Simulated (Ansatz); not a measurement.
# ZnInGaO4: the cost of one run

Computed with Ansatz 0.2.0 (DFT PBEsol, scalar-relativistic, plane waves, PAW, unless a step's input says otherwise).

1 further run of the same task is left out (set aside as unsound or not needed).

## (1) The system as given

Symmetry: R3m, No. 160, trigonal system. The conventional cell has a = 3.315 Å, b = 3.315 Å, c = 25.749 Å, α = 90.00°, β = 90.00°, γ = 120.00°. Zn (site symmetry 3m) is surrounded by 4 O at 1.97 to 1.99 Å. In (site symmetry 3m) has 6 O at 2.19 Å as nearest neighbours. Ga (site symmetry 3m) is surrounded by 5 O at 1.91 to 1.97 Å. O (site symmetry 3m) has 1 Zn at 1.97 Å and 3 In at 2.19 Å as nearest neighbours. O (site symmetry 3m) has 1 Ga at 1.95 Å and 3 In at 2.19 Å as nearest neighbours. O (site symmetry 3m) is surrounded by 3 Ga at 1.91 Å. O (site symmetry 3m) has 1 Ga at 1.97 Å and 3 Zn at 1.99 Å as nearest neighbours.

Coordinates:

```
CELL_PARAMETERS angstrom
1.65746 0.95693 8.58295
-1.65746 0.95693 8.58295
0.00000 -1.91387 8.58295
ATOMIC_POSITIONS crystal
Zn 0.21869 0.21869 0.21869
In 0.00294 0.00294 0.00294
Ga 0.78714 0.78714 0.78714
O 0.29509 0.29509 0.29509
O 0.71124 0.71124 0.71124
O 0.12118 0.12118 0.12118
O 0.86374 0.86374 0.86374
```

It goes back to an entry of the Materials Project, which need not be the stable form.

This cell was relaxed beforehand with the same method: volume 11.67 Å³/atom, gap on the mesh 1.17 eV.

## (2) Static run: bands, density of states and charges

input.yaml reads:

```yaml
crystal:
  lattice:
    - [1.6574560792, 0.9569327135, 8.5829495165]
    - [-1.6574560792, 0.9569327135, 8.5829495165]
    - [0.0, -1.913865427, 8.5829495165]
  atoms:
    - { symbol: Zn, position: [0.2186856062, 0.2186856062, 0.2186856062] }
    - { symbol: In, position: [0.0029372039, 0.0029372039, 0.0029372039] }
    - { symbol: Ga, position: [0.7871363314, 0.7871363314, 0.7871363314] }
    - { symbol: O, position: [0.2950896919, 0.2950896919, 0.2950896919] }
    - { symbol: O, position: [0.7112393127, 0.7112393127, 0.7112393127] }
    - { symbol: O, position: [0.1211766817, 0.1211766817, 0.1211766817] }
    - { symbol: O, position: [0.8637361722, 0.8637361722, 0.8637361722] }
basis:
  ecutwfc: 420
kpoints:
  mp_grid: { grid: [12, 12, 12] }
  band_path:
    path:
      - [[0.0, 0.0, 0.0], [-0.5, -0.5, -0.5], [-0.5, -0.17495369, -0.82504631]]
      - [[-0.17495369, 0.17495369, -0.5], [0.0, 0.0, -0.5], [0.0, 0.0, 0.0], [0.0, 0.33747684, -0.33747684]]
      - [[-0.33747684, 0.0, -0.66252316], [-0.5, 0.0, -0.5], [0.0, 0.0, 0.0]]
    npoints: 14
hamiltonian:
  xc: pbesol
scf:
  occupations: { method: gaussian, width: 0.02 }
  n_extra_bands: 17
output:
  forces: true
  stress: true
  eigenvalues: true
  populations: true
  dos: { projected: true, de: 0.02, nscf_kmesh: { grid: [18, 18, 18] } }
  bader: true
  write_density: true
  write_potential: true
  elf: true
  volumetric_format: npy
```

Started as:

```bash
ansatz run input.yaml --threads 2 --pin off --max-ram 5120MiB --backend cpu --events-out ev --progress --plain --runs-dir out
```

Q: Estimate wall time and peak memory on 2 threads of Arm Neoverse V1, shared host.

About 4 min, with a peak of 1.4 GiB.
